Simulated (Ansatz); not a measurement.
GdMg, space group Pm-3m, a check of PAW against all-electron LAPW

With the Ansatz DFT code, driven from Python.

Typed at the interpreter:
```pycon
>>> from dataclasses import dataclass
>>> import ansatz as az
>>> import numpy as np
>>> @dataclass(frozen=True)
... class RunConfig:
...     xc: str = "PBEsol"
...
>>> settings = RunConfig()
>>> def count_gap(report):
...     # lowest empty less highest filled band, counting bands; zero where they overlap
...     return max(report.get("gap_by_band_count_ev") or 0.0, 0.0)
...
>>> xtal = (
...     az.Lattice.from_parameters(3.824, 3.824, 3.824, alpha=90.0, beta=90.0, gamma=90.0)
...     .atom("Gd", (0.0, 0.0, 0.0))
...     .atom("Mg", (0.5, 0.5, 0.5))
...     .moments(Gd=7)
... )
>>> len(xtal.resolved().sites)
2
>>> calculation = xtal.calculation()
>>> calculation = calculation.occupations(az.OccupationsMethod.FERMI_DIRAC, width=50 * az.meV)
>>> calculation = calculation.kpoints(8).spin("collinear")
>>> calculation = calculation.functional(settings.xc)
>>> calculation = calculation.stress()
>>> calculation = calculation.forces()
>>> calculation = calculation.band_table()
>>> variants = {
...     "PAW": calculation.pseudopotentials("paw"),
...     "LAPW": calculation.pseudopotentials("all_electron", lapw=True),
... }
>>> # totals differ by the cores that each treatment holds, so compare what does not depend on them
>>> rows = []
>>> for label, variant in variants.items():
...     summary = variant.run(threads=1, backend="cpu").report
...     levels = np.array(summary["eigenvalues_ev"][0]) - summary["fermi_energy_ev"]
...     print(label, "levels at the first k-point near E_F:", np.round(levels[np.abs(levels) < 5], 3))
...     rows.append((label, summary["n_electrons"], np.trace(summary["stress_gpa"]) / 3, count_gap(summary), summary["magnetization_mub"]))
...
DeckWarning: basis.ecutwfc = 420 eV, auto-derived from the records' recommended cutoffs: set by Gd (normal level)
PAW levels at the first k-point near E_F: [-4.676 -4.676 -4.676 -4.669 -4.669 -4.669 -4.661 -0.709 -0.709  3.379
  3.379  3.379  4.7  ]
LAPW levels at the first k-point near E_F: [-4.672 -4.672 -4.672 -4.664 -4.664 -4.664 -4.656 -0.707 -0.707  3.382
  3.382  3.382  4.698]
>>> print("     treatment  electrons in bands           P GPa  gap by band count eV      moment muB")
     treatment  electrons in bands           P GPa  gap by band count eV      moment muB
>>> for row in rows:
...     print(f"{str(row[0]):>14s}  {row[1]:18.1f}  {row[2]:14.3f}  {row[3]:20.3f}  {row[4]:14.3f}")
...
           PAW                28.0          -1.265                 0.000           7.565
          LAPW                38.0          -1.270                 0.000           7.561
```

PAW gives -1.265 GPa and LAPW -1.270 GPa, 0.005 GPa apart. They took 8.3 and 30.1 s of processor time.

What to keep in mind:
- Open f shells: without a Hubbard U, without spin-orbit coupling; the state reached hangs on the start and needn't be the lowest.
- The computed bands are complete only to about 3.2 eV above the Fermi level.
- For a metal this k-point mesh is coarse: on a finer one energies can move by several to tens of meV an atom and pressures by half a GPa or more, differences at one mesh by less.
- A gap by band count of zero or less means overlapping bands, a metal.
- The structure is a deposited one; some such entries were measured under pressure or heat, so a shift against it needn't be the functional's error alone.
- Gaps and levels are Kohn-Sham values on a finite set of k-points, without spin-orbit coupling.
- Warnings are shown shortened and without file and line.
- Pressure is positive in compression; the treatments may keep other shells as core, so totals and counts of electrons can differ.
- Wall time of the script: 39 s on 1 thread of Arm Neoverse V1 (shared host), peak memory 0.56 GiB.
